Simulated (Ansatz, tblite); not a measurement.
# SiMe3(NHMe) (C4H13NSi): rung by rung

The task here is to estimate one member of a computed series from the others.

Computed with Ansatz 0.2.0, Gaussian basis. Level: as each input shows.

Plan: GFN1-xTB, GFN2-xTB, PBE-D4/def2-TZVP, r2SCAN-D4/def2-TZVP, LC-ωPBE/def2-TZVP, CAM-B3LYP-D4/def2-TZVP, ωB97M-V/def2-TZVP, PBE-D4/def2-SVP, PBE0-D4/def2-SVP, HF/STO-3G, PBE0-D4/def2-TZVPD, PBE-D4/def2-TZVPD, LC-ωPBE/def2-TZVPD, CCSD(T)/def2-SVP, MP2/def2-TZVP, RPA/def2-TZVP.

2 further runs of the same task are left out: 2 set aside as unsound or not needed.

### The relaxed structure

The geometry is that of the singlet, from an earlier relaxation (PBE-D4/def2-SVP).

19 atoms, charge 0, spin multiplicity 1.

Bond lengths: Si1–C2 1.891 Å, Si1–C6 1.899 Å, Si1–C10 1.889 Å, Si1–N14 1.758 Å, C2–H3 1.109 Å, C2–H4 1.110 Å, C2–H5 1.110 Å, C6–H7 1.110 Å, C6–H8 1.110 Å, C6–H9 1.110 Å, C10–H11 1.110 Å, C10–H12 1.109 Å, C10–H13 1.109 Å, N14–C15 1.451 Å, N14–H16 1.024 Å, C15–H17 1.119 Å, C15–H18 1.110 Å, C15–H19 1.113 Å. Angles: C2–Si1–C6 108.3°, C2–Si1–C10 111.0°, C2–Si1–N14 108.6°, C6–Si1–C10 109.5°, C6–Si1–N14 113.4°, C10–Si1–N14 106.1°, Si1–C2–H3 110.9°, Si1–C2–H4 110.7°, Si1–C2–H5 111.8°, H3–C2–H4 108.3°, H3–C2–H5 107.8°, H4–C2–H5 107.2°, Si1–C6–H7 111.6°, Si1–C6–H8 111.2°, Si1–C6–H9 111.1°, H7–C6–H8 107.8°, H7–C6–H9 107.4°, H8–C6–H9 107.5° and more.

PBE0-D4/def2-TZVP was run before; its log isn't repeated, and its numbers join the tables.

The first run:

Tight binding, by tblite at 300 K electronic temperature and without a spin-polarisation term:

```python
tblite.interface.Calculator('GFN1-xTB', numbers, positions, charge=0, uhf=0).singlepoint()
```

Tight binding, by tblite at 300 K electronic temperature and without a spin-polarisation term:

```python
tblite.interface.Calculator('GFN2-xTB', numbers, positions, charge=0, uhf=0).singlepoint()
```

start.molden holds the orbitals of an earlier run on this state, given as this run's starting guess.

File in.yaml:

```yaml
crystal:
  periodic: [false, false, false]
  atoms:
    - {symbol: Si, position_ang: [-0.002331, 0.414122, -0.006063]}
    - {symbol: C, position_ang: [0.078565, 0.408318, 1.883306]}
    - {symbol: H, position_ang: [-0.939305, 0.401505, 2.323160]}
    - {symbol: H, position_ang: [0.612684, 1.306831, 2.256024]}
    - {symbol: H, position_ang: [0.621558, -0.479088, 2.269628]}
    - {symbol: C, position_ang: [1.772778, 0.453216, -0.680122]}
    - {symbol: H, position_ang: [2.330472, 1.339420, -0.310340]}
    - {symbol: H, position_ang: [1.780294, 0.486234, -1.789504]}
    - {symbol: H, position_ang: [2.338577, -0.449680, -0.368284]}
    - {symbol: C, position_ang: [-0.949936, 1.921193, -0.638226]}
    - {symbol: H, position_ang: [-0.998028, 1.935062, -1.747201]}
    - {symbol: H, position_ang: [-0.453179, 2.860062, -0.317986]}
    - {symbol: H, position_ang: [-1.988406, 1.933257, -0.249384]}
    - {symbol: N, position_ang: [-0.916470, -0.992216, -0.531369]}
    - {symbol: C, position_ang: [-0.543909, -2.364854, -0.245662]}
    - {symbol: H, position_ang: [-1.414944, -0.890362, -1.419529]}
    - {symbol: H, position_ang: [0.227165, -2.796808, -0.932182]}
    - {symbol: H, position_ang: [-0.130807, -2.442055, 0.782229]}
    - {symbol: H, position_ang: [-1.424789, -3.044178, -0.278505]}
basis:
  gaussian: {orbitals: def2-TZVP, initial_orbitals: start.molden}
hamiltonian: {xc: pbe, dispersion: d4}
scf: {omitted_lower_state_checks: [starts]}
output: {orbitals: {seedname: orbitals}}
```

Run with:

```console
$ ansatz run in.yaml --threads 4 --pin off --events-out ev --progress --plain --max-ram 4787MiB
```

Among the steps run: PBE-D4/def2-TZVP; r2SCAN-D4/def2-TZVP; LC-ωPBE/def2-TZVP; CAM-B3LYP-D4/def2-TZVP; ωB97M-V/def2-TZVP; PBE-D4/def2-SVP; PBE0-D4/def2-SVP; HF/STO-3G; PBE0-D4/def2-TZVPD; PBE-D4/def2-TZVPD; LC-ωPBE/def2-TZVPD; CCSD(T)/def2-SVP; MP2/def2-TZVP; RPA/def2-TZVP.

One of the session's tables, all rows but one given; the rest of the session is left out.

It belongs to the step «Binding energy». 

| method | binding an atom (eV) |
| --- | --- |
| HF/STO-3G | 3.675 |
| HF/def2-SVP | 2.958 |
| HF/def2-TZVP | 2.927 |
| PBE-D4/def2-SVP | 3.977 |
| PBE-D4/def2-TZVP | 3.964 |
| PBE-D4/def2-TZVPD | 3.966 |
| r2SCAN-D4/def2-TZVP | 3.913 |
| PBE0-D4/def2-SVP | ? |
| PBE0-D4/def2-TZVP | 3.922 |
| PBE0-D4/def2-TZVPD | 3.923 |
| CAM-B3LYP-D4/def2-TZVP | 3.934 |
| LC-ωPBE/def2-TZVP | 3.899 |
| LC-ωPBE/def2-TZVPD | 3.900 |
| ωB97M-V/def2-TZVP | 3.923 |
| MP2/def2-SVP | 3.732 |
| MP2/def2-TZVP | 3.793 |
| CCSD/def2-SVP | 3.695 |
| CCSD(T)/def2-SVP | 3.725 |

Estimate the missing values for PBE0-D4/def2-SVP.

**Answer.** binding an atom (eV): 3.940. In the column «binding an atom (eV)» it lies between CAM-B3LYP-D4/def2-TZVP (3.934) and PBE-D4/def2-TZVP (3.964).

Caveats from the session: Free atoms were run apart at each level; binding is atoms less cluster, divided by the number of atoms, without zero-point or spin-orbit terms.
